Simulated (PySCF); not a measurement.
**C₃H₃NSSi: electronic excitations and core binding energies**

Aim: predict the electronic excitations and core binding energies of C₃H₃NSSi (`N#CC1=C[SiH2]S1`).

Computed with PySCF 2.14.0, with density-fitted response routines of our own, on a single molecule in the gas phase. Atoms are numbered from 0 throughout.

## (1) Starting geometry

9 atoms, charge 0, multiplicity 1; geometry from: GFN2-xTB.

Bonds of the start (Å): N0–C1 1.15, C1–C2 1.40, C2–C3 1.35, C3–Si4 1.87, Si4–S5 2.22, S5–C2 1.77, C3–H6 1.08, Si4–H7 1.45, Si4–H8 1.45.

## (2) Excited states and response: PBE0/def2-SVPD

Job settings and geometry (Å):

```
{"job": {"kind": "uv", "xc": "PBE0", "basis": "def2-SVPD", "nstates": 8, "ntriplets": 3}, "charge": 0, "multiplicity": 1}
N      3.322984    -0.145933     0.536520
C      2.188901    -0.035119     0.402453
C      0.803893     0.098572     0.236735
C     -0.064954    -0.737330    -0.376903
Si    -1.634883     0.249377    -0.099570
S     -0.073903     1.504417     0.866526
H      0.206522    -1.667122    -0.846597
H     -2.552456    -0.229267     0.918509
H     -2.182542     0.968397    -1.235613
```

Level: TDDFT PBE0/def2-SVPD, vertical, gas phase, core orbitals frozen in the response.

Launch:

```bash
OMP_NUM_THREADS=1 python probes_run.py task.json out
```

One launch serves the whole session: the jobs run in the order shown.

**Question.** This job is followed by: delta-SCF UKS SCAN, pcX-2 on the ionised atom, pcseg-1 elsewhere, spin-free X2C. What will the session give for the following? lowest singlet (PBE0/def2-SVPD); brightest single state of those computed; lowest triplet; surface potential, 1st and 99th percentile; C1s binding energies, SCAN/pcX-2 (standing for 2 of 3 atoms); Si1s binding energies, SCAN/pcX-2; Si2p binding energies, SCAN/pcX-2; S1s binding energies, SCAN/pcX-2; S2p binding energies, SCAN/pcX-2.

The runs gave:

```
                                                    quantity                        value
                             lowest singlet (PBE0/def2-SVPD)  3.92 eV (316 nm), f = 0.040
                    brightest single state of those computed  state 7, 6.16 eV, f = 0.155
                                              lowest triplet                      2.65 eV
                       surface potential, 1st and 99th percentile           -1.61 V and 2.36 V
C1s binding energies, SCAN/pcX-2 (standing for 2 of 3 atoms)      C1 292.38, C3 290.37 eV
                           Si1s binding energies, SCAN/pcX-2               Si4 1847.74 eV
                           Si2p binding energies, SCAN/pcX-2                Si4 108.17 eV
                            S1s binding energies, SCAN/pcX-2                S5 2477.16 eV
                            S2p binding energies, SCAN/pcX-2                 S5 169.78 eV
```

What this shows: The lowest singlet, at 3.92 eV, is HOMO→LUMO 0.97 and is weak; of the 8 states computed, the strongest absorption comes from state 7 at 6.16 eV. The lowest triplet lies 1.27 eV below the lowest singlet (triplets in Tamm-Dancoff, singlets in full TDDFT). By nearest atom (PBE0/def2-SVPD), the HOMO sits on S5 61 %; C3 23 % and the LUMO on C2, C3 about 25 % each; N0 17 %. The C1s levels kept as sound span 2.01 eV, from C3 (alkene CH) up to C1 (nitrile carbon). Only 2 of the 3 C atoms are covered by sound results.
